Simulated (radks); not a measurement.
**The first electron to leave In¹³⁺**

Aim: remove one electron from each of the outer sub-shells of In¹³⁺ ([Kr]) in turn, let the ion relax, and find the cheapest removal. The parent's configuration is the lowest that an earlier search found at this level.

Program: radks (a radial shooting solver on a logarithmic mesh, Libxc functionals) version 1. Level of theory: scalar-relativistic Kohn-Sham, PBEsol, spin-polarised, spherical densities, finite nucleus; open shells are filled with parallel spins first. These are calculated values, not measurements, unless marked.

1 further run of the same task is left out (set aside as unsound or not needed).

## 1. The atom as given

```
element            : indium (Z = 49)
charge             : +13
electrons          : 36
configuration      : [Kr]
nuclear rms radius : 4.6156 fm
```

Outer shells as boxes (Hund's rule):

In¹³⁺
```
[Ar] core
3d [↑↓][↑↓][↑↓][↑↓][↑↓]
4s [↑↓]
4p [↑↓][↑↓][↑↓]
```

## 2. The parent, In¹³⁺

From an earlier run at this level the parent has E = -5822.523692 hartree and these outer levels (eV):

```csv
level,occupation,energy (eV)
1s,2,-28032
2s,2,-4449.9
2p,6,-4025.5
3s,2,-1073.9
3p,6,-934.86
3d,10,-720.17
4s,2,-377.78
4p,6,-331.88
```

## 3. Remove 4p: [Ar] 3d10 4s2 4p5

Settings of this run:

```text
Z 49
configuration [Ar] 3d10 4s2 4p5
relativity scalar-relativistic
functional pbe_sol,pbe_sol
spin polarised
nucleus finite rms 4.6156 fm
c 137.035999084
```

## 4. Remove 4s: [Ar] 3d10 4s1 4p6

Settings, as their differences from step 3:

```diff
@@ -1,3 +1,3 @@
 Z 49
-configuration [Ar] 3d10 4s2 4p5
+configuration [Ar] 3d10 4s1 4p6
 relativity scalar-relativistic
```

## 5. Remove 3d: [Ar] 3d9 4s2 4p6

Settings, as their differences from step 4:

```diff
@@ -1,3 +1,3 @@
 Z 49
-configuration [Ar] 3d10 4s1 4p6
+configuration [Ar] 3d9 4s2 4p6
 relativity scalar-relativistic
```

## 6. Remove 3p: [Ne] 3s2 3p5 3d10 4s2 4p6

Settings, as their differences from step 5:

```diff
@@ -1,3 +1,3 @@
 Z 49
-configuration [Ar] 3d9 4s2 4p6
+configuration [Ne] 3s2 3p5 3d10 4s2 4p6
 relativity scalar-relativistic
```

**Question.** What will these runs give? Wanted: for each run, case; final configuration; Δ-SCF; −ε of the level emptied.

**Answer**, as computed:

```csv
case,final configuration,Δ-SCF (eV),−ε of the level emptied (eV)
remove 4p,[Ar] 3d10 4s2 4p5,344.88,331.88
remove 4s,[Ar] 3d10 4s1 4p6,391.35,377.78
remove 3d,[Ar] 3d9 4s2 4p6,749.48,720.17
remove 3p,[Ne] 3s2 3p5 3d10 4s2 4p6,962.01,934.86
```

What this shows: The 4p electron leaves first, at 344.88 eV; the next cheapest, 4s, costs 391.35 eV. 4p is also the highest occupied level of the parent. NIST lists 341 eV (theoretical), between the same two configurations. Open shells are spherical and high-spin; term and fine-structure splittings are not resolved. Spin-orbit splitting is averaged out at the scalar-relativistic level.
